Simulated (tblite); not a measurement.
# C22H15F9O6S4: the cost of one run

Computed with tblite 0.8.0 and PySCF 2.14.0 and routines of our own; the level stands in each step. Atoms count from 0.

## 1. The system as given

56 atoms, charge 0, multiplicity 1; geometry from: force field, distance geometry or constructed start.

## 2. Optimising the geometry with GFN2-xTB

Job settings and geometry (Å):

```
{"job": {"kind": "relax", "xc": "GFN2-xTB", "basis": "xTB"}, "charge": 0, "multiplicity": 1}
O      5.733000     1.338700    -5.287300
S      4.466000     0.621300    -5.216600
O      3.798800     0.305700    -6.457500
C      3.398000     1.565900    -4.305400
S      1.846800     0.956600    -3.951600
O      1.571100     1.174800    -2.547900
O      1.794300    -0.410900    -4.441700
C      0.810400     2.039000    -5.012900
F     -0.025500     2.835900    -4.306000
F      1.576700     2.851400    -5.788900
F      0.029600     1.318100    -5.873900
S      3.828800     3.115700    -3.783900
O      2.596400     3.801700    -3.411000
O      4.867200     2.959900    -2.776700
C      4.501100     3.929900    -5.290800
F      4.101100     3.284400    -6.416700
F      4.056500     5.209100    -5.408400
F      5.857600     3.988300    -5.312500
C      4.678300    -0.869000    -4.148600
F      4.216500    -0.654800    -2.887400
F      5.989100    -1.207200    -4.018700
F      4.043700    -1.965500    -4.639700
C     -1.004700     3.085000     2.687100
C     -0.181800     1.967400     2.820600
C      0.255600     1.267500     1.695800
C     -0.150100     1.654400     0.413500
S      0.351500     0.854700    -1.128700
C     -1.024600    -0.297600    -1.337600
C     -1.099500    -0.954800    -2.579200
C     -2.129200    -1.856800    -2.849500
C     -3.102800    -2.109500    -1.895400
C     -3.053500    -1.458100    -0.664100
C     -2.020200    -0.556200    -0.390500
C      1.614800    -0.277700    -0.498800
C      2.921100     0.232800    -0.434100
C      3.977000    -0.557800     0.023400
C      3.741000    -1.875900     0.408000
C      2.454100    -2.395700     0.335300
C      1.396100    -1.609200    -0.119800
C     -0.978100     2.784700     0.287000
C     -1.405900     3.484800     1.414700
H     -1.334900     3.622600     3.561900
H      0.144400     1.654600     3.808500
H      0.902800     0.407500     1.855600
H     -0.350700    -0.767000    -3.338000
H     -2.170700    -2.356300    -3.820100
H     -3.908300    -2.809500    -2.106300
H     -3.815400    -1.647900     0.087900
H     -2.018400    -0.075100     0.584100
H      3.125200     1.258000    -0.728300
H      4.979400    -0.154000     0.080400
H      4.568200    -2.493800     0.766000
H      2.266000    -3.427900     0.633900
H      0.406500    -2.059200    -0.161400
H     -1.292300     3.115000    -0.697700
H     -2.050900     4.357000     1.292700
```

Launch:

```bash
OMP_NUM_THREADS=8 python large_run.py task.json out
```

One launch serves the whole session: the jobs run in the order shown.

Q: Estimate the wall time and peak memory of this first job on 8 threads of Arm Neoverse V1, shared host.

About 20 s, with a peak of 0.19 GiB.
